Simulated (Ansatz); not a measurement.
This script makes vertical spin-state energies of CH6BNO2, SMILES COB(N)O with Ansatz's Python interface.

`ch6bno2_spin.py`
```python
"""Vertical spin-state energies of CH6BNO2."""

import warnings

import ansatz

warnings.simplefilter("ignore", ansatz.DeckWarning)

system = (
    ansatz.Crystal.molecule()
    .atom("C", (0.6665, 0.7458, 1.3246))
    .atom("O", (0.7718, -0.5255, 0.8301))
    .atom("B", (-0.1553, -0.7095, -0.3346))
    .atom("N", (0.45, -0.4063, -1.7315))
    .atom("O", (-1.4725, -1.2345, -0.1336))
    .atom("H", (0.9024, 1.5636, 0.544))
    .atom("H", (-0.3916, 0.9743, 1.6847))
    .atom("H", (1.3385, 0.9473, 2.1701))
    .atom("H", (0.2752, -1.2801, -2.2385))
    .atom("H", (-0.2732, 0.2879, -2.119))
    .atom("H", (-2.0464, -0.42, 0.0243))
)

model = (
    system.calculation()
    .basis(gaussian="def2-SVP")
    .functional("r2scan0")
)
found = {}
for unpaired in [0, 2, 4]:
    data = model.spin("collinear", total=unpaired).run().report
    s = unpaired / 2
    found[unpaired] = data["free_energy_ev"]
    print(f"2S+1 = {unpaired + 1}: E = {found[unpaired]:.5f} eV, <S^2> = {abs(data['mean_field']['state']['spin_squared']):.3f} (pure state {s * (s + 1):.2f})")
lowest = min(found, key=found.get)
for unpaired, e in found.items():
    print(f"multiplicity {unpaired + 1}: {(e - found[lowest]):.3f} eV above the lowest")
```

Which spin state is lowest at this geometry, and how far above lie the others?

In order: multiplicity 1 (+0.00 eV), multiplicity 3 (+5.21 eV) and multiplicity 5 (+11.31 eV), all at the one geometry.

The output:

```console
$ python ch6bno2_spin.py
2S+1 = 1: E = -7386.04972 eV, <S^2> = 0.000 (pure state 0.00)
2S+1 = 3: E = -7380.84205 eV, <S^2> = 2.013 (pure state 2.00)
2S+1 = 5: E = -7374.73696 eV, <S^2> = 6.016 (pure state 6.00)
multiplicity 1: 0.000 eV above the lowest
multiplicity 3: 5.208 eV above the lowest
multiplicity 5: 11.313 eV above the lowest
```

Notes:
- Total energies depend on the basis set; only differences at equal settings carry meaning.
- The geometry is a force-field or estimated start, not a minimum of this method, and the basis set is short of its limit. All parts are taken at fixed geometry, without zero-point energy.
- Hardware and time: 50 s on 1 thread of Arm Neoverse V1 (shared host), peak memory 0.36 GiB.
